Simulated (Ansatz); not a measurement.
**CH₅FSn: basis-set convergence**

How large a basis does CH₅FSn need? Two functionals are run in growing sets.

The runs use Ansatz 0.2.0, Gaussian basis; one geometry, several basis sets.

The runs, in order: PBE0-D4/def2-SVP; ωB97M-V/def2-SVP; PBE0-D4/def2-QZVPP; ωB97M-V/def2-QZVPP; the functionals' def2-TZVPP values are taken from earlier runs.

## (1) The geometry

All runs share one geometry, relaxed beforehand with PBE0-D4 in a triple-zeta def2 set. Sn takes the def2 core potential; no spin-orbit term is included.

8 atoms, charge 0, spin multiplicity 1.

Atoms are counted from 1 here; the program's logs count them from 0.

Bond lengths: F1–C2 1.386 Å, C2–Sn3 2.169 Å, C2–H4 1.093 Å, C2–H5 1.093 Å, Sn3–H6 1.705 Å, Sn3–H7 1.709 Å, Sn3–H8 1.705 Å. Angles: F1–C2–Sn3 110.1°, F1–C2–H4 108.4°, F1–C2–H5 108.4°, Sn3–C2–H4 110.6°, Sn3–C2–H5 110.6°, H4–C2–H5 108.7°, C2–Sn3–H6 109.3°, C2–Sn3–H7 108.5°, C2–Sn3–H8 109.3°, H6–Sn3–H7 109.8°, H6–Sn3–H8 110.1°, H7–Sn3–H8 109.8°.

As a file:

```mol
CH5FSn
  3D, bonds by distance, orders not assigned

  8  7  0  0  0  0  0  0  0  0999 V2000
   -1.1177    1.4124   -0.9686 F   0  0
   -0.5211    0.1614   -0.9987 C   0  0
    0.5119   -0.2154    0.8710 Sn  0  0
    0.1789    0.1335   -1.8375 H   0  0
   -1.2992   -0.5875   -1.1661 H   0  0
   -0.6082   -0.1648    2.1550 H   0  0
    1.2297   -1.7644    0.7909 H   0  0
    1.7180    0.9677    1.0982 H   0  0
  1  2  8  0
  2  3  8  0
  2  4  8  0
  2  5  8  0
  3  6  8  0
  3  7  8  0
  3  8  8  0
M  END
```

## (2) PBE0-D4 in def2-SVP

in.yaml

```yaml
crystal:
  periodic: [false, false, false]
  atoms:
    - {symbol: F, position_ang: [-1.117657, 1.412358, -0.968606]}
    - {symbol: C, position_ang: [-0.521086, 0.161413, -0.998656]}
    - {symbol: Sn, position_ang: [0.511873, -0.215396, 0.871002]}
    - {symbol: H, position_ang: [0.178917, 0.133509, -1.837521]}
    - {symbol: H, position_ang: [-1.299224, -0.587542, -1.166144]}
    - {symbol: H, position_ang: [-0.608231, -0.164784, 2.155033]}
    - {symbol: H, position_ang: [1.229651, -1.764447, 0.790891]}
    - {symbol: H, position_ang: [1.717959, 0.967689, 1.098201]}
basis:
  gaussian: {orbitals: def2-SVP}
hamiltonian: {xc: pbe0, dispersion: d4}
output: {orbitals: {seedname: orbitals}}
```

Started as:

```
> ansatz run in.yaml --threads 2 --pin off --events-out ev --progress --plain --max-ram 4352MiB
```

Further steps of the session: ωB97M-V in def2-SVP; PBE0-D4 in def2-QZVPP; ωB97M-V in def2-QZVPP.

Q: Predict the results of all the runs planned. Wanted: PBE0-D4: double and triple zeta above quadruple; ωB97M-V: double and triple zeta above quadruple.

**Answer**, as computed:

```
                                       quantity          value
PBE0-D4: double and triple zeta above quadruple  5.19, 0.27 eV
ωB97M-V: double and triple zeta above quadruple  5.39, 0.27 eV
```

PBE0-D4 gains 4.92 eV from double to triple zeta, then 0.27 eV more. Total energies overstate the basis error of differences, where much of it tends to cancel. The LUMO of ωB97M-V is positive and keeps falling with the basis (2.16 to 1.08 eV): an unbound level that the basis holds in place.
